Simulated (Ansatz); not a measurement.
# C3H5BS: up Jacob's ladder to CCSD(T)

How much do the methods differ for C3H5BS? The plan is to run it at one geometry with functionals of several rungs and with coupled cluster, and see how far each lands from CCSD(T) at the basis-set limit for the atomisation energy.

Program: Ansatz 0.2.0, Gaussian basis. Level of theory: functionals in def2-TZVPP, the program's frozen cores in correlated methods. These are calculated values, not measurements.

Levels to be run: LDA (SPW92), PBE-D4, revPBE-D4, BLYP-D4, r2SCAN-D4, B97M-V, PBE0-D4, B3LYP-D4, r2SCANh-D4, r2SCAN0-D4, HSE06-D4, BHLYP-D4, CAM-B3LYP-D4, LC-ωPBE, ωB97X-V, ωB97M-V, B2PLYP, PBE-QIDH; CCSD(T)/def2-SVP; CCSD(T)/def2-TZVPP; MP2/def2-QZVPP; extrapolation to the limit; RPA on PBE.

**1. The relaxed structure**

The geometry comes from an earlier relaxation with PBE0-D4 in a triple-zeta def2 set; it is a stationary point, not always the lowest conformer.

SMILES `BC1=C(C)S1`, 10 atoms, charge 0, spin multiplicity 1.

Atoms are counted from 1 here; the program's logs count them from 0.

Bond lengths: B1–C2 1.482 Å, B1–H6 1.198 Å, B1–H7 1.191 Å, C2–C3 1.306 Å, C2–S5 1.944 Å, C3–C4 1.463 Å, C3–S5 1.730 Å, C4–H8 1.093 Å, C4–H9 1.090 Å, C4–H10 1.093 Å. Angles: C2–B1–H6 116.1°, C2–B1–H7 122.6°, H6–B1–H7 121.3°, B1–C2–C3 156.7°, B1–C2–S5 142.7°, C3–C2–S5 60.6°, C2–C3–C4 146.0°, C2–C3–S5 78.3°, C4–C3–S5 135.8°, C3–C4–H8 109.2°, C3–C4–H9 111.3°, C3–C4–H10 109.2°, H8–C4–H9 110.0°, H8–C4–H10 107.1°, H9–C4–H10 109.9°, C2–S5–C3 41.1°.

Coordinates:

```mol
C3H5BS
  3D, bonds by distance, orders not assigned

 10 10  0  0  0  0  0  0  0  0999 V2000
   -1.4202    1.4199   -0.8316 B   0  0
   -0.2797    0.4778   -0.7400 C   0  0
    0.5344   -0.3679   -0.1675 C   0  0
    0.8826   -1.0678    1.0693 C   0  0
    1.1579   -0.3165   -1.7809 S   0  0
   -2.0511    1.5828    0.1736 H   0  0
   -1.7035    1.9878   -1.8398 H   0  0
    1.9115   -0.8224    1.3447 H   0  0
    0.2063   -0.7985    1.8801 H   0  0
    0.8449   -2.1463    0.8952 H   0  0
  1  2  8  0
  2  3  8  0
  3  4  8  0
  3  5  8  0
  1  6  8  0
  1  7  8  0
  4  8  8  0
  4  9  8  0
  4 10  8  0
  2  5  8  0
M  END
```

**2. LDA**

This LDA is Slater exchange with PW92 correlation.

Contents of in.yaml:

```yaml
crystal:
  periodic: [false, false, false]
  atoms:
    - {symbol: B, position_ang: [-1.420223, 1.419861, -0.831647]}
    - {symbol: C, position_ang: [-0.279694, 0.477761, -0.740041]}
    - {symbol: C, position_ang: [0.534394, -0.367873, -0.167503]}
    - {symbol: C, position_ang: [0.882561, -1.067823, 1.069303]}
    - {symbol: S, position_ang: [1.157915, -0.316499, -1.780941]}
    - {symbol: H, position_ang: [-2.051061, 1.582790, 0.173636]}
    - {symbol: H, position_ang: [-1.703474, 1.987794, -1.839836]}
    - {symbol: H, position_ang: [1.911511, -0.822401, 1.344697]}
    - {symbol: H, position_ang: [0.206255, -0.798500, 1.880131]}
    - {symbol: H, position_ang: [0.844916, -2.146310, 0.895200]}
basis:
  gaussian: {orbitals: def2-TZVPP}
hamiltonian: {xc: lda}
output: {orbitals: {seedname: orbitals}}
```

Command:

```sh
ansatz run in.yaml --threads 2 --pin off --events-out ev --progress --plain --max-ram 4352MiB
```

After this run come: PBE-D4 (GGA); revPBE-D4 (GGA); BLYP-D4 (GGA); r2SCAN-D4 (meta-GGA); B97M-V (meta-GGA); PBE0-D4 (hybrid); B3LYP-D4 (hybrid); r2SCANh-D4 (hybrid); r2SCAN0-D4 (hybrid); HSE06-D4 (hybrid); BHLYP-D4 (hybrid); CAM-B3LYP-D4 (range-separated); LC-ωPBE (range-separated); ωB97X-V (range-separated); ωB97M-V (range-separated); B2PLYP (double hybrid); PBE-QIDH (double hybrid); CCSD(T) in def2-SVP; CCSD(T) in def2-TZVPP; MP2 in def2-QZVPP; RPA on PBE orbitals.

Before running them: what should the planned runs give, taken together? Wanted: atomisation energy, CCSD(T)/CBS; farthest beyond LDA; mean size of error, GGA; mean size of error, meta-GGA; mean size of error, hybrid; mean size of error, range-separated; mean size of error, double hybrid; gap, smallest and largest; T1 diagnostic.

As calculated:

```
                               quantity                                     value
        atomisation energy, CCSD(T)/CBS                            932.4 kcal/mol
functionals within 4.7 kcal/mol (0.5 %)               r2SCAN0-D4, LC-ωPBE, B2PLYP
                    farthest beyond LDA                   PBE-D4 (+41.8 kcal/mol)
                mean size of error, GGA                             23.9 kcal/mol
           mean size of error, meta-GGA                             17.4 kcal/mol
             mean size of error, hybrid                             13.9 kcal/mol
    mean size of error, range-separated                              5.7 kcal/mol
      mean size of error, double hybrid                              4.1 kcal/mol
              gap, smallest and largest  1.83 eV (LDA (SPW92)), 8.17 eV (LC-ωPBE)
                          T1 diagnostic                                    0.0182
triples share of the correlation energy                                     5.1 %
```

The LDA atomisation energy is off by 155.5 kcal/mol (17 %): it overbinds. PBE-D4 misses by +41.8 kcal/mol. Double hybrids carry the basis error of their MP2 part in triple zeta, and no dispersion term here, so their miss is partly the set-up's. Taken by rung, double hybrid functionals do best (4.1 kcal/mol on average) and GGA ones worst beyond LDA (23.9 kcal/mol). The gap between the best rungs is small, so their order is not settled. The reference freezes the cores and leaves out relativity and excitations past (T), so misses under about 4.7 kcal/mol can't be ranked. Hartree-Fock recovers 73 % of the binding; the rest is correlation. CCSD(T) in def2-SVP is off by -42.9 kcal/mol, which most functionals beat. Orbital gaps span 1.8 to 8.2 eV; exact exchange widens them. The restricted reference is unstable towards a spin-broken one.
